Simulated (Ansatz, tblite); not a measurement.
# (GaN)12 cage of four- and six-membered rings (Ga12N12): one state, many levels

An exercise on one series of results from a longer session: the logs are not shown, and one member is left open.

The runs use Ansatz 0.2.0, Gaussian basis; as each input shows.

Levels to be run: GFN1-xTB, GFN2-xTB, PBE-D4/def2-TZVP, r2SCAN-D4/def2-TZVP, r2SCAN0-D4/def2-TZVP, PBE-D4/def2-SVP, PBE0-D4/def2-SVP, MP2/def2-SVP.

2 further runs of the same task are left out: 2 set aside as unsound or not needed.

### The relaxed structure

The singlet was relaxed beforehand with PBE-D4/def2-SVP.

24 atoms, charge 0, spin multiplicity 1.

Bond lengths: Ga1–N13 1.933 Å, Ga1–N14 1.933 Å, Ga1–N16 1.853 Å, Ga2–N13 1.933 Å, Ga2–N14 1.933 Å, Ga2–N20 1.854 Å, Ga3–N14 1.853 Å, Ga3–N15 1.933 Å, Ga3–N21 1.933 Å, Ga4–N15 1.854 Å, Ga4–N16 1.933 Å, Ga4–N17 1.933 Å, Ga5–N16 1.933 Å, Ga5–N17 1.933 Å, Ga5–N18 1.854 Å, Ga6–N13 1.854 Å, Ga6–N18 1.933 Å, Ga6–N19 1.933 Å and more. Angles: N13–Ga1–N14 92.6°, N13–Ga1–N16 128.4°, N14–Ga1–N16 128.4°, N13–Ga2–N14 92.6°, N13–Ga2–N20 128.4°, N14–Ga2–N20 128.4°, N14–Ga3–N15 128.4°, N14–Ga3–N21 128.4°, N15–Ga3–N21 92.6°, N15–Ga4–N16 128.4°, N15–Ga4–N17 128.4°, N16–Ga4–N17 92.6°, N16–Ga5–N17 92.6°, N16–Ga5–N18 128.4°, N17–Ga5–N18 128.4°, N13–Ga6–N18 128.4°, N13–Ga6–N19 128.4°, N18–Ga6–N19 92.6° and more.

PBE0-D4/def2-TZVP was run before; its log isn't repeated, and its numbers join the tables.

Set-up of the first run:

Tight binding, by tblite at 300 K electronic temperature and without a spin-polarisation term:

```python
tblite.interface.Calculator('GFN1-xTB', numbers, positions, charge=0, uhf=0).singlepoint()
```

Tight binding, by tblite at 300 K electronic temperature and without a spin-polarisation term:

```python
tblite.interface.Calculator('GFN2-xTB', numbers, positions, charge=0, uhf=0).singlepoint()
```

start.molden holds the orbitals of an earlier run on this state, given as this run's starting guess.

File in.yaml:

```yaml
crystal:
  periodic: [false, false, false]
  atoms:
    - {symbol: Ga, position_ang: [-2.739860, 0.722154, -0.184948]}
    - {symbol: Ga, position_ang: [-1.678495, 0.618740, 2.205241]}
    - {symbol: Ga, position_ang: [-0.495074, 2.775274, 0.339834]}
    - {symbol: Ga, position_ang: [-0.682901, 1.359968, -2.397208]}
    - {symbol: Ga, position_ang: [-1.360509, -1.160832, -2.205584]}
    - {symbol: Ga, position_ang: [-1.799510, -2.078758, 0.709072]}
    - {symbol: Ga, position_ang: [0.494958, -2.775272, -0.340048]}
    - {symbol: Ga, position_ang: [0.683156, -1.359998, 2.397199]}
    - {symbol: Ga, position_ang: [1.360487, 1.160848, 2.205553]}
    - {symbol: Ga, position_ang: [1.799576, 2.078920, -0.708938]}
    - {symbol: Ga, position_ang: [1.678469, -0.618777, -2.205233]}
    - {symbol: Ga, position_ang: [2.739744, -0.722307, 0.185047]}
    - {symbol: N, position_ang: [-2.802690, -0.605751, 1.218457]}
    - {symbol: N, position_ang: [-2.078774, 2.087180, 1.013512]}
    - {symbol: N, position_ang: [0.153801, 2.736718, -1.480674]}
    - {symbol: N, position_ang: [-2.354218, 0.482015, -1.981896]}
    - {symbol: N, position_ang: [0.096686, -0.261998, -3.103211]}
    - {symbol: N, position_ang: [-1.287601, -2.626119, -1.072841]}
    - {symbol: N, position_ang: [-0.153668, -2.736541, 1.480524]}
    - {symbol: N, position_ang: [-0.096654, 0.261909, 3.103019]}
    - {symbol: N, position_ang: [1.287410, 2.626179, 1.072864]}
    - {symbol: N, position_ang: [2.354476, -0.481960, 1.982068]}
    - {symbol: N, position_ang: [2.078801, -2.087293, -1.013589]}
    - {symbol: N, position_ang: [2.802409, 0.605688, -1.218238]}
basis:
  gaussian: {orbitals: def2-TZVP, fitting: {mean_field: def2-universal-jkfit}, initial_orbitals: start.molden}
hamiltonian: {xc: pbe, dispersion: d4}
scf: {omitted_lower_state_checks: [starts]}
output: {forces: true, orbitals: {seedname: orbitals}}
```

On the command line:

```sh
ansatz run in.yaml --threads 4 --pin off --events-out ev --progress --plain --max-ram 66560MiB --backend cuda --devices 0, --max-vram 37GiB
```

Among the steps run: PBE-D4/def2-TZVP; r2SCAN-D4/def2-TZVP; r2SCAN0-D4/def2-TZVP; PBE-D4/def2-SVP; PBE0-D4/def2-SVP; MP2/def2-SVP.

One of the session's tables, all rows but one given; the rest of the session is left out.

It belongs to the step «Binding energy». 

```
               level  binding an atom (eV)
         HF/def2-SVP                     ?
     PBE-D4/def2-SVP                 3.879
    PBE-D4/def2-TZVP                 3.839
 r2SCAN-D4/def2-TZVP                 3.646
    PBE0-D4/def2-SVP                 3.674
   PBE0-D4/def2-TZVP                 3.645
r2SCAN0-D4/def2-TZVP                 3.465
        MP2/def2-SVP                 3.578
```

Q: Estimate the row for HF/def2-SVP from the others.

The run gave: binding an atom (eV): 1.702. In the column «binding an atom (eV)» it is the lowest.

To keep in mind: Free atoms were run apart at each level; binding is atoms less cluster, divided by the number of atoms, without zero-point or spin-orbit terms.
